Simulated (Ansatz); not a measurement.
# F₂GeH₄Si: how energies converge with the basis set

One table from this session's results is given with a row withheld; the runs are named, their logs left out.

Program: Ansatz 0.2.0, Gaussian basis. Level of theory: one geometry, several basis sets. These are calculated values, not measurements.

Plan: PBE0-D4/def2-SVP; ωB97M-V/def2-SVP; PBE0-D4/def2-QZVPP; ωB97M-V/def2-QZVPP; the functionals' def2-TZVPP values are taken from earlier runs.

### The relaxed structure

An earlier PBE0-D4 in a triple-zeta def2 set relaxation fixed the geometry.

SMILES `F[SiH](F)[GeH3]`, 8 atoms, charge 0, spin multiplicity 1.

Atoms are counted from 1 here; the program's logs count them from 0.

Bond lengths: F1–Si2 1.592 Å, Si2–F3 1.592 Å, Si2–Ge4 2.377 Å, Si2–H5 1.481 Å, Ge4–H6 1.536 Å, Ge4–H7 1.535 Å, Ge4–H8 1.536 Å. Angles: F1–Si2–F3 107.0°, F1–Si2–Ge4 109.5°, F1–Si2–H5 107.4°, F3–Si2–Ge4 109.5°, F3–Si2–H5 107.4°, Ge4–Si2–H5 115.8°, Si2–Ge4–H6 109.5°, Si2–Ge4–H7 110.3°, Si2–Ge4–H8 109.5°, H6–Ge4–H7 109.3°, H6–Ge4–H8 108.8°, H7–Ge4–H8 109.3°.

Set-up of the first run:

Input file in.yaml:

```yaml
crystal:
  periodic: [false, false, false]
  atoms:
    - {symbol: F, position_ang: [1.301846, -1.418631, 1.197444]}
    - {symbol: Si, position_ang: [1.139944, -0.126637, 0.280852]}
    - {symbol: F, position_ang: [1.983128, -0.386419, -1.044723]}
    - {symbol: Ge, position_ang: [-1.151502, 0.164446, -0.281326]}
    - {symbol: H, position_ang: [1.776460, 1.004181, 0.994857]}
    - {symbol: H, position_ang: [-1.969955, 0.389580, 0.998809]}
    - {symbol: H, position_ang: [-1.682321, -1.076627, -1.011199]}
    - {symbol: H, position_ang: [-1.305500, 1.392907, -1.190416]}
basis:
  gaussian: {orbitals: def2-SVP}
hamiltonian: {xc: pbe0, dispersion: d4}
output: {orbitals: {seedname: orbitals}}
```

Run with:

```sh
> ansatz run in.yaml --threads 4 --pin off --events-out ev --progress --plain --max-ram 10444MiB
```

Steps of the session up to this table: PBE0-D4 in def2-SVP; ωB97M-V in def2-SVP; PBE0-D4 in def2-QZVPP; ωB97M-V in def2-QZVPP.

One table of the session follows, with a row left open; its other results are not shown here.

It belongs to the step «Density functionals: the series». 

| functional | basis | HOMO (eV) | LUMO (eV) |
| --- | --- | --- | --- |
| PBE0-D4 | def2-SVP | -8.47 | 0.03 |
| PBE0-D4 | def2-TZVPP | -8.52 | -0.24 |
| PBE0-D4 | def2-QZVPP | ? | ? |
| ωB97M-V | def2-SVP | -10.50 | 1.96 |
| ωB97M-V | def2-TZVPP | -10.58 | 1.58 |
| ωB97M-V | def2-QZVPP | -10.60 | 1.28 |

Q: Estimate the row for PBE0-D4, def2-QZVPP from the others.

As computed: HOMO (eV): -8.53; LUMO (eV): -0.34. In the column «HOMO (eV)» it lies between ωB97M-V, def2-SVP (-10.50) and PBE0-D4, def2-TZVPP (-8.52).
